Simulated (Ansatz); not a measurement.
# CH5NSi (SMILES C[Si]N): MP2/def2-SVPD

What is the electronic atomisation energy of CH5NSi at MP2/def2-SVPD? 

Program for the calculation: Ansatz 0.2.0.

60 further runs of the same task are left out: 60 set aside as unsound or not needed.

## 1. The structure to begin with

The species is CH5NSi (8 atoms), meant as a singlet with charge 0. As SMILES, `C[Si]N`. The coordinates come from a PBE0-D4/def2-TZVP relaxation. This is one conformer, not always the lowest.

Bond lengths: C1–Si2 1.904 Å, Si2–N3 1.709 Å, C1–H4 1.094 Å, C1–H5 1.094 Å, C1–H6 1.098 Å, N3–H7 1.008 Å, N3–H8 1.010 Å. Angles: C1–Si2–N3 98.7°, Si2–C1–H4 115.0°, Si2–C1–H5 110.7°, Si2–C1–H6 107.9°, Si2–N3–H7 121.7°, Si2–N3–H8 126.1°, H4–C1–H5 108.8°, H4–C1–H6 108.0°, H5–C1–H6 106.1°, H7–N3–H8 112.1°.

## 2. A single-point energy at MP2/def2-SVPD

File input.yaml:

```yaml
crystal:
  periodic: [false, false, false]
  atoms:
    - {symbol: C, position_ang: [-0.660000, 0.824700, -0.552100]}
    - {symbol: Si, position_ang: [0.963800, 0.653800, 0.427700]}
    - {symbol: N, position_ang: [0.932200, -1.034400, 0.690700]}
    - {symbol: H, position_ang: [-1.026400, -0.101800, -1.004300]}
    - {symbol: H, position_ang: [-0.562500, 1.583400, -1.334100]}
    - {symbol: H, position_ang: [-1.431400, 1.195000, 0.135900]}
    - {symbol: H, position_ang: [1.651200, -1.501900, 1.220100]}
    - {symbol: H, position_ang: [0.225200, -1.675700, 0.360300]}
basis:
  gaussian:
    orbitals: def2-SVPD
correlation:
  method: mp2
  frozen_orbitals: {C: 1, H: 0, "N": 1, Si: 5}
accuracy: high
```

Launch:

```bash
$ ansatz run input.yaml --threads 1 --pin off --max-ram 3480MiB --events-out events.jsonl --progress --plain --runs-dir runs
```

The log of the run:

```text
Warning: RAYON_NUM_THREADS=1 ignored (pool sized by the plan → 1); use --threads N
Functional definition: HF
  name "HF"
  exchange = exact_x
  correlation = 0
2100 factors; integrals over basis functions are off by at most 3.5e-9 eV
mean field evaluation 1: about -10446.2823 eV, gradient 3.4e1 eV
mean field evaluation 2: about -10446.2854 eV, gradient 3.4e1 eV
mean field evaluation 4: about -10449.1553 eV, gradient 3.1e0 eV
mean field evaluation 8: about -10449.2005 eV, gradient 3.0e-4 eV
mean field -10449.20053176 eV, -384.0010368196 hartree, gradient 1.7e-8 eV, S^2 0.000000; 0 other end points of the search recorded, 0 dependent functions left out
7 core orbitals not correlated: weight in the atoms' cores, before any rotation towards them, 1.000 or more for the frozen orbitals, at most 0.000 for the correlated occupied ones
reference -10449.20053176 eV, -384.0010368196 hartree; 9, 9 occupied and 88, 88 virtual orbitals, 2100 factors
second order -11.59153874 eV of doubles, -0.00000000 eV of singles
Total energy: -10460.79207050 eV, -384.4270180112 hartree
```

Wall time 4.2 s (1 thread of AMD EPYC 7R43 (Zen 3), shared host); peak memory 0.3 GiB.

## 3. The C atom at the same level

File molecule.yaml:

```yaml
crystal:
  periodic: [false, false, false]
  atoms:
    - symbol: C
      position_ang: [0.000000, 0.000000, 0.000000]
basis:
  gaussian:
    orbitals: def2-SVPD
magnetization:
  spin_polarized: true
  initial_magnetization: 2
correlation:
  method: mp2
  frozen_orbitals: {C: 1}
accuracy: high
```

Launch:

```bash
$ ansatz run molecule.yaml --threads 1 --pin off --max-ram 3480MiB --events-out events.jsonl --progress --plain --runs-dir runs
```

The log of the run:

```text
Warning: RAYON_NUM_THREADS=1 ignored (pool sized by the plan → 1); use --threads N
[... 4 set-up lines as earlier in the session ...]
163 factors; integrals over basis functions are off by at most 3.2e-9 eV
mean field evaluation 1: about -1024.0898 eV, gradient 6.1e0 eV
mean field evaluation 2: about -1024.0916 eV, gradient 6.1e0 eV
mean field evaluation 4: about -1024.4072 eV, gradient 2.6e-1 eV
mean field evaluation 8: about -1024.4069 eV, gradient 5.7e-4 eV
mean field evaluation 16: about -1024.4069 eV, gradient 1.8e-2 eV
mean field evaluation 32: about -1024.4074 eV, gradient 2.6e-1 eV
mean field -1024.40687703 eV, -37.6462583631 hartree, gradient 3.5e-8 eV, S^2 2.010192; 3 other end points of the search recorded, 0 dependent functions left out
1 core orbitals not correlated: weight in the atoms' cores, before any rotation towards them, 1.000 or more for the frozen orbitals, at most 0.000 for the correlated occupied ones
reference -1024.40687703 eV, -37.6462583631 hartree; 3, 1 occupied and 16, 18 virtual orbitals, 163 factors
second order -1.45589266 eV of doubles, -0.00000000 eV of singles
Total energy: -1025.86276969 eV, -37.6997614315 hartree
```

Wall time 0.1 s (1 thread of AMD EPYC 7R43 (Zen 3), shared host).

## 4. The H atom: the energy at UHF/def2-SVPD

File job.yaml:

```yaml
crystal:
  periodic: [false, false, false]
  atoms:
    - {symbol: H, position_ang: [0.000000, 0.000000, 0.000000]}
basis:
  gaussian:
    orbitals: def2-SVPD
magnetization:
  spin_polarized: true
  initial_magnetization: 1
hamiltonian:
  xc: hf
accuracy: high
```

Run the same way, it converges to -0.49928 Eh (log not shown).

## 5. The N atom

File molecule.yaml:

```yaml
crystal:
  periodic: [false, false, false]
  atoms:
    - {symbol: N, position_ang: [0.000000, 0.000000, 0.000000]}
basis:
  gaussian:
    orbitals: def2-SVPD
magnetization:
  spin_polarized: true
  initial_magnetization: 3
correlation:
  method: mp2
  frozen_orbitals: {"N": 1}
accuracy: high
```

Run the same way, it converges to -54.41174 Eh (log not shown).

## 6. The Si atom, same level

File run.yaml:

```yaml
crystal:
  periodic: [false, false, false]
  atoms:
    - symbol: Si
      position_ang: [0.000000, 0.000000, 0.000000]
basis:
  gaussian:
    orbitals: def2-SVPD
total_charge: 0
magnetization:
  spin_polarized: true
  initial_magnetization: 2
correlation:
  method: mp2
  frozen_orbitals: {Si: 5}
accuracy: high
```

Run the same way, it converges to -288.80105 Eh (log not shown).

## 7. Summary of results

Level: MP2/def2-SVPD, 7 core orbitals frozen.

| quantity | value |
| --- | --- |
| molecule: total energy | -384.42702 Eh |
| molecule: correlation energy (7 core orbitals frozen) | -426.0 mEh |
| C atom: total energy | -37.69976 Eh |
| C atom: correlation energy (1 core orbital frozen) | -53.5 mEh |
| C atom: ⟨S²⟩ of the reference determinant | 2.010 |
| H atom: total energy | -0.49928 Eh |
| H atom: ⟨S²⟩ | 0.750 |
| N atom: total energy | -54.41174 Eh |
| N atom: correlation energy (1 core orbital frozen) | -74.5 mEh |
| N atom: ⟨S²⟩ of the reference determinant | 3.759 |
| Si atom: total energy | -288.80105 Eh |
| Si atom: correlation energy (5 core orbitals frozen) | -46.8 mEh |
| Si atom: ⟨S²⟩ of the reference determinant | 2.014 |
| electronic atomisation energy | 27.703 eV |

What this shows: Taking the molecule apart into free atoms costs 27.70 eV (639 kcal/mol), before zero-point energy and without spin-orbit coupling.
